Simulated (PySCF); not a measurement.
# The bond of CuH, level by level

One table from this session's results is given with a row withheld; the runs are named, their logs left out.

Program: PySCF 2.14.0. Level of theory: Cu def2-TZVPPD, H def2-TZVPPD, no relativity. These are calculated values, not measurements.

Set-up of the first run:

Settings of the job:

```json
{
 "atoms": "Cu, H",
 "charge": "0",
 "basis": "Cu def2-TZVPPD, H def2-TZVPPD",
 "Hamiltonian": "no relativity",
 "basis functions": "84",
 "electrons treated": "30",
 "masses in u": "62.9296, 1.0078",
 "levels": "PBE0, PBE, r²SCAN, B97-3, LDA, PW91, revPBE, B3LYP, LC-ωPBE, HF, MP2, SCS-MP2, CCSD, CCSD(T)",
 "grid": "80 radial by 434 angular points",
 "occupations": "held fixed by the projection of orbital angular momentum",
 "dissociation limit": "Cu + H, each in its ground configuration",
 "starting distance in angstrom": "1.455",
 "values of 2S to try": "0, 2, 4"
}
```

Launch:

```bash
$ OMP_NUM_THREADS=1 python dia.py task.json out
```

Steps of the session up to this table: Set-up; First curve: PBE0; Other states along the same grid; PBE; r²SCAN; B97-3 (global hybrid GGA); LDA (local density); PW91; revPBE (GGA); B3LYP; LC-ωPBE (range-separated hybrid); RHF (mean field); Adding correlation.

One table of the session follows, with a row left open; its other results are not shown here.

It belongs to the step «The curves together». Energy (eV) from each level's lowest point:

| R (Å) | RHF | RHF-MP2 | RHF-SCS-MP2 | RHF-CCSD | RHF-CCSD(T) |
| --- | --- | --- | --- | --- | --- |
| 1.275 | 0.646 | 0.262 | 0.307 | n/a | n/a |
| 1.335 | 0.373 | 0.094 | 0.123 | 0.173 | 0.148 |
| 1.394 | 0.189 | 0.015 | 0.027 | 0.057 | 0.042 |
| 1.438 | 0.097 | 0.000 | 0.000 | 0.013 | 0.006 |
| 1.483 | 0.038 | 0.016 | 0.003 | 0.000 | 0.000 |
| 1.528 | ? | ? | ? | ? | ? |
| 1.587 | 0.000 | 0.137 | 0.097 | 0.056 | 0.071 |
| 1.661 | 0.037 | 0.275 | 0.217 | 0.148 | 0.173 |
| 1.750 | 0.129 | 0.473 | 0.395 | 0.295 | 0.328 |
| 1.869 | 0.309 | 0.771 | 0.669 | n/a | n/a |

Estimate the missing values for R (Å) = 1.528.

Worked estimate for «RHF». A straight line through the neighbours (1.483, 0.038) and (1.587, 0.000) gives 0.038 + (0.000 − 0.038) × (1.528 − 1.483) / (1.587 − 1.483) = 0.022; a parabola fitted to 4 rows on both sides gives 0.008.

The run gave: RHF: 0.006; RHF-MP2: 0.055; RHF-SCS-MP2: 0.031; RHF-CCSD: 0.011; RHF-CCSD(T): 0.018. In «RHF» the line misses by +0.016 and the parabola by +0.002.
